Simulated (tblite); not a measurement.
# C5H14N2Si2: the cost of one run

The runs use tblite 0.8.0 and PySCF 2.14.0, with density-fitted response routines of our own; the level of theory stands in each step. All values are computed, except where a source is named. Atoms are numbered from 0 throughout.

## 1. The molecule as given

23 atoms, charge 0, multiplicity 1; geometry from: force field or distance geometry start.

Bonds of the start (Å): C0–C1 1.34, C1–C2 1.51, C2–N3 1.47, N3–Si4 1.75, Si4–C5 1.89, C5–N6 1.47, N6–Si7 1.71, Si7–C8 1.83, Si7–N3 1.71, C0–H9 1.08, C0–H10 1.08, C1–H11 1.08, C2–H12 1.09, C2–H13 1.09, Si4–H14 1.49, Si4–H15 1.48, C5–H16 1.09, C5–H17 1.10, N6–H18 1.01, Si7–H19 1.48, C8–H20 1.11, C8–H21 1.10, C8–H22 1.09.

## 2. Relaxing the molecule with GFN2-xTB

What the job is given:

```
{"job": {"kind": "relax", "xc": "GFN2-xTB", "basis": "xTB"}, "charge": 0, "multiplicity": 1}
C      2.942200     1.063500    -1.343800
C      2.083700     1.254300    -0.329300
C      1.638300     0.161000     0.617000
N      0.169300     0.065900     0.671300
Si    -0.615000    -0.582500     2.095300
C     -2.351600    -1.055700     1.534900
N     -2.350900    -0.678900     0.118900
Si    -0.815700    -0.476700    -0.610500
C     -0.906500     0.677200    -2.030600
H      3.223500     1.898700    -1.968900
H      3.343200     0.087900    -1.576400
H      1.702200     2.245700    -0.119200
H      2.076500    -0.800600     0.360800
H      2.037800     0.430700     1.597800
H     -0.600700     0.470800     3.144100
H      0.159200    -1.767300     2.537800
H     -3.122700    -0.509100     2.086500
H     -2.507400    -2.137300     1.660200
H     -2.940700    -1.306500    -0.411900
H     -0.370500    -1.829000    -1.009100
H     -1.177700     1.699300    -1.704300
H     -1.668000     0.365500    -2.756300
H      0.046700     0.749900    -2.554400
```

The run is started by

```
$ OMP_NUM_THREADS=1 python probes_run.py task.json out
```

The driver reads the jobs from task.json and runs them one after another.

Q: Estimate the wall time and peak memory of this first job on 1 thread of Arm Neoverse V1, shared host.

About 1.9 s, with a peak of 0.18 GiB.
